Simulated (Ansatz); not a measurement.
CsLiCr2Te2S3:

```xyz
9
Lattice="3.4216 -5.1807 0.0078 3.4216 5.1807 0.0078 -2.9041 0.0000 7.4309" Properties=species:S:1:pos:R:3 pbc="T T T"
Cs    0.6167    0.0000    0.0649
Li    2.4219    0.0000    4.1212
Cr    0.1728    2.1297    4.1498
Cr    0.1728   -2.1297    4.1498
Te    4.0786    1.5993    2.1688
Te    4.0786   -1.5993    2.1688
S     2.0049   -2.1476    5.4598
S     2.0049    2.1476    5.4598
S     0.0600    0.0000    3.5978
```

The cell was built by a generator and needn't be a form met in nature.

Base run:

- Program: Ansatz 0.2.0
- Functional: PBE
- Potentials or basis: Ansatz PAW
- Cutoff: 420 eV (not typed: the program's choice for these potentials)
- k mesh: 5 × 5 × 4
- Occupations: fermi-dirac, width 0.05 eV
- Spin: collinear spin, ferromagnetic start
- Starting moments: [0.0, 0.0, 3.0, 3.0, 0.0, 0.0, 0.0, 0.0, 0.0] μB
- Hubbard terms: Cr d U = 4 eV

Its results: band gap on the k mesh none (metal or under the smearing width); pressure 3.6 GPa; net moment 5.59 μB per cell; site moments Cs -0.00; Li -0.00; Cr +2.92; Te -0.13; S -0.22 μB; largest force 1.940 eV/Å.

Task: The run is repeated on the same cell with these changes: hubbard terms from Cr d U = 4 eV to Cr d U = 2 eV. What comes out?

Result: Band gap on the k mesh none (metal or under the smearing width); pressure 1.8 GPa; net moment 4.72 μB per cell; site moments Cs -0.00; Li -0.00; Cr +2.54; Te -0.17; S -0.14 μB; largest force 0.825 eV/Å.

Caveats: the magnetic or orbital state may not be the lowest; only a ferromagnetic start was run, and an antiferromagnetic order may lie lower in energy; forces of over 1 eV/Å show positions far from the minimum, so gaps and moduli don't describe the material at rest (some runs).
